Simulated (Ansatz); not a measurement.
# AlClF2: the cost of one run

Computed with Ansatz 0.2.0 (DFT PBE, scalar-relativistic, plane waves, PAW, unless a step's input says otherwise).

## Step 1: The structure to begin with

It takes space group Fmmm (No. 69, orthorhombic). Conventional cell: a = 4.420 Å, b = 7.494 Å, c = 7.869 Å, α = 90.00°, β = 90.00°, γ = 90.00°. Al (site symmetry mmm) has 2 Cl at 2.21 Å and 6 F at 2.51 to 2.55 Å in its first shell of neighbours. Cl (site symmetry mmm) is surrounded by 2 F at 1.20 Å. F (site symmetry m2m) has 1 Cl at 1.20 Å in its first shell of neighbours.

Structure file:

```
CELL_PARAMETERS angstrom
0.00000 3.74687 3.93437
2.20983 0.00000 3.93437
2.20983 3.74687 0.00000
ATOMIC_POSITIONS crystal
Al 0.00000 0.00000 0.00000
Cl 0.50000 0.50000 0.50000
F 0.33983 0.66017 0.33983
F 0.66017 0.33983 0.66017
```

A structure generator made this guess: random cell by space group and Wyckoff sites (Fmmm, No. 69). The dimensions are guesses.

## Step 2: Probe: one point on a coarse mesh

File input.yaml:

```yaml
crystal:
  lattice:
    - [0.0, 3.74687111, 3.9343718]
    - [2.209832, 0.0, 3.9343718]
    - [2.209832, 3.74687111, 0.0]
  atoms:
    - { symbol: Al, position: [0.0, 0.0, 0.0] }
    - { symbol: Cl, position: [0.5, 0.5, 0.5] }
    - { symbol: F, position: [0.33983383, 0.66016617, 0.33983383] }
    - { symbol: F, position: [0.66016617, 0.33983383, 0.66016617] }
basis:
  ecutwfc: 420
kpoints:
  mp_grid: { grid: [6, 6, 6] }
hamiltonian:
  xc: pbe
scf:
  occupations: { method: gaussian, width: 0.1 }
  lower_state_search: "off"
output:
  forces: true
  stress: true
  eigenvalues: true
```

Run with:

```console
ansatz run input.yaml --threads 1 --pin off --max-ram 2560MiB --backend cpu --events-out ev --progress --plain --runs-dir out
```

What time and memory should one allow on 1 thread of Arm Neoverse V2, shared host?

About 3 s, with a peak of 0.34 GiB.
